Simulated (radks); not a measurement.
# Rh⁺ in [Kr] 4d8: an all-electron calculation

The task here is to estimate one member of a computed series from the others.

The numbers are computed with radks (a radial shooting solver on a logarithmic mesh, Libxc functionals) version 1 (Dirac Kohn-Sham, exchange-only PBE, spin-unpolarised, spherical densities, finite nucleus; open shells fill j = l - 1/2 first), except any that are marked as measured or tabulated.

## What is computed

| Item | Value |
| --- | --- |
| element | rhodium (Z = 45) |
| charge | +1 |
| electrons | 44 |
| configuration | [Kr] 4d8 |
| nuclear rms radius | 4.4945 fm |

The first run:

Settings of this run:

```text
Z 45
configuration [Kr] 4d8 5s0 5p0
relativity Dirac
functional pbe,
spin unpolarised
j_filling energy
nucleus finite rms 4.4945 fm
c 137.035999084
```

One of the session's tables, all rows but one given; the rest of the session is left out.

It belongs to the step «Radial structure». From the orbitals of this run (lengths in bohr):

| level | <r> | outermost maximum (interpolated) | 90 % within | nodes |
| --- | --- | --- | --- | --- |
| 1s1/2 | 0.03263 | 0.0212 | 0.0585 | 0 |
| 2s1/2 | 0.1416 | 0.120 | 0.219 | 1 |
| 2p1/2 | 0.1203 | 0.0929 | 0.197 | 0 |
| 2p3/2 | 0.1252 | 0.0970 | 0.204 | 0 |
| 3s1/2 | 0.3905 | 0.352 | 0.576 | 2 |
| 3p1/2 | 0.3831 | 0.338 | 0.578 | 1 |
| 3p3/2 | ? | ? | ? | ? |
| 3d3/2 | 0.3684 | 0.290 | 0.586 | 0 |
| 3d5/2 | 0.3719 | 0.293 | 0.590 | 0 |
| 4s1/2 | 0.9806 | 0.882 | 1.43 | 3 |
| 4p1/2 | 1.061 | 0.928 | 1.57 | 2 |
| 4p3/2 | 1.093 | 0.953 | 1.62 | 2 |
| 4d3/2 | 1.551 | 1.14 | 2.52 | 1 |
| 4d5/2 | 1.575 | 1.15 | 2.57 | 1 |
| 5s1/2 | 3.045 | 2.56 | 4.53 | 4 |
| 5p1/2 | 3.909 | 3.27 | 5.86 | 3 |
| 5p3/2 | 4.014 | 3.37 | 6.00 | 3 |

**Question.** Estimate the row for 3p3/2.

**Answer.** <r>: 0.3939; outermost maximum (interpolated): 0.348; 90 % within: 0.594; nodes: 1. In the column «<r>» it lies between 3s1/2 (0.3905) and 4s1/2 (0.9806).

Caveats from the session: Spin polarisation and multiplet splitting are left out.
